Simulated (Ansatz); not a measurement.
# CH₅GaOSe: up Jacob's ladder to CCSD(T)

Aim: compute CH₅GaOSe with functionals from several rungs and with coupled cluster. The yardstick is the atomisation energy at the CCSD(T) limit.

Method: functionals in def2-TZVPP, the program's frozen cores in correlated methods; program: Ansatz 0.2.0, Gaussian basis.

The runs, in order: LDA (SPW92), PBE-D4, revPBE-D4, BLYP-D4, r2SCAN-D4, B97M-V, PBE0-D4, B3LYP-D4, r2SCANh-D4, r2SCAN0-D4, HSE06-D4, BHLYP-D4, CAM-B3LYP-D4, LC-ωPBE, ωB97X-V, ωB97M-V, B2PLYP, PBE-QIDH; CCSD(T)/def2-SVP; CCSD(T)/def2-TZVPP; MP2/def2-QZVPP; extrapolation to the limit; RPA on PBE.

## 1. The geometry

The geometry comes from an earlier relaxation with PBE0-D4 in a triple-zeta def2 set; it is a stationary point, not always the lowest conformer.

SMILES `C[O][GaH][SeH]`, 9 atoms, charge 0, spin multiplicity 1.

Atoms are counted from 1 here; the program's logs count them from 0.

Bond lengths: C1–O2 1.405 Å, C1–H5 1.096 Å, C1–H6 1.095 Å, C1–H7 1.099 Å, O2–Ga3 1.780 Å, Ga3–Se4 2.312 Å, Ga3–H8 1.557 Å, Se4–H9 1.470 Å. Angles: O2–C1–H5 109.9°, O2–C1–H6 109.9°, O2–C1–H7 113.3°, H5–C1–H6 108.0°, H5–C1–H7 107.8°, H6–C1–H7 107.8°, C1–O2–Ga3 123.0°, O2–Ga3–Se4 113.3°, O2–Ga3–H8 120.8°, Se4–Ga3–H8 125.9°, Ga3–Se4–H9 90.5°.

## 2. LDA

This LDA is Slater exchange with PW92 correlation.

Input file in.yaml:

```yaml
crystal:
  periodic: [false, false, false]
  atoms:
    - {symbol: C, position_ang: [0.174768, 1.571962, 0.144666]}
    - {symbol: O, position_ang: [-0.402390, 0.298086, 0.277090]}
    - {symbol: Ga, position_ang: [0.345824, -1.177660, -0.380471]}
    - {symbol: Se, position_ang: [-0.890191, -3.088103, 0.027904]}
    - {symbol: H, position_ang: [-0.507931, 2.236373, -0.396269]}
    - {symbol: H, position_ang: [0.354533, 2.004228, 1.135060]}
    - {symbol: H, position_ang: [1.131362, 1.561882, -0.395630]}
    - {symbol: H, position_ang: [1.701341, -1.111848, -1.144374]}
    - {symbol: H, position_ang: [-1.907306, -2.294922, 0.732034]}
basis:
  gaussian: {orbitals: def2-TZVPP}
hamiltonian: {xc: lda}
output: {orbitals: {seedname: orbitals}}
```

Further steps of the session: PBE-D4 (GGA); revPBE-D4 (GGA); BLYP-D4 (GGA); r2SCAN-D4 (meta-GGA); B97M-V (meta-GGA); PBE0-D4 (hybrid); B3LYP-D4 (hybrid); r2SCANh-D4 (hybrid); r2SCAN0-D4 (hybrid); HSE06-D4 (hybrid); BHLYP-D4 (hybrid); CAM-B3LYP-D4 (range-separated); LC-ωPBE (range-separated); ωB97X-V (range-separated); ωB97M-V (range-separated); B2PLYP (double hybrid); PBE-QIDH (double hybrid); CCSD(T) in def2-SVP; CCSD(T) in def2-TZVPP; MP2 in def2-QZVPP; RPA on PBE orbitals.

Q: Predict the results of all the runs planned. Wanted: atomisation energy, CCSD(T)/CBS; farthest beyond LDA; mean size of error, GGA; mean size of error, meta-GGA; mean size of error, hybrid; mean size of error, range-separated; mean size of error, double hybrid; gap, smallest and largest; T1 diagnostic.

The runs gave:

```
                               quantity                                                         value
        atomisation energy, CCSD(T)/CBS                                                     30.117 eV
    functionals within 0.301 eV (1.0 %)  PBE-D4, r2SCAN-D4, B97M-V, r2SCANh-D4, CAM-B3LYP-D4, ωB97X-V
                    farthest beyond LDA                                          BHLYP-D4 (-1.237 eV)
                mean size of error, GGA                                                      0.418 eV
           mean size of error, meta-GGA                                                      0.085 eV
             mean size of error, hybrid                                                      0.519 eV
    mean size of error, range-separated                                                      0.250 eV
      mean size of error, double hybrid                                                      0.487 eV
              gap, smallest and largest                     4.23 eV (LDA (SPW92)), 10.92 eV (LC-ωPBE)
                          T1 diagnostic                                                        0.0129
triples share of the correlation energy                                                         3.7 %
```

The LDA atomisation energy is off by 4.404 eV (15 %): it overbinds. PBE-D4 misses by +0.205 eV. Double hybrids carry the basis error of their MP2 part in triple zeta, and no dispersion term here, so their miss is partly the set-up's. The rungs meta-GGA, range-separated miss on average by less than the doubt on the reference (0.301 eV), so they tie. Misses under about 0.301 eV are within the doubt on the reference itself, which lacks core-valence correlation, relativity and higher excitations, and its outer-core shells are covered unevenly. All levels share the lack of spin-orbit coupling, which lowers the free heavy atoms and so the true binding. Hartree-Fock recovers 70 % of the binding; the rest is correlation. CCSD(T) in def2-SVP is off by -1.808 eV, so the small basis spoils what the method gains. Orbital gaps span 4.2 to 10.9 eV; exact exchange widens them. Correlated methods include outer-core shells of Ga, Se, which these sets cover unevenly.
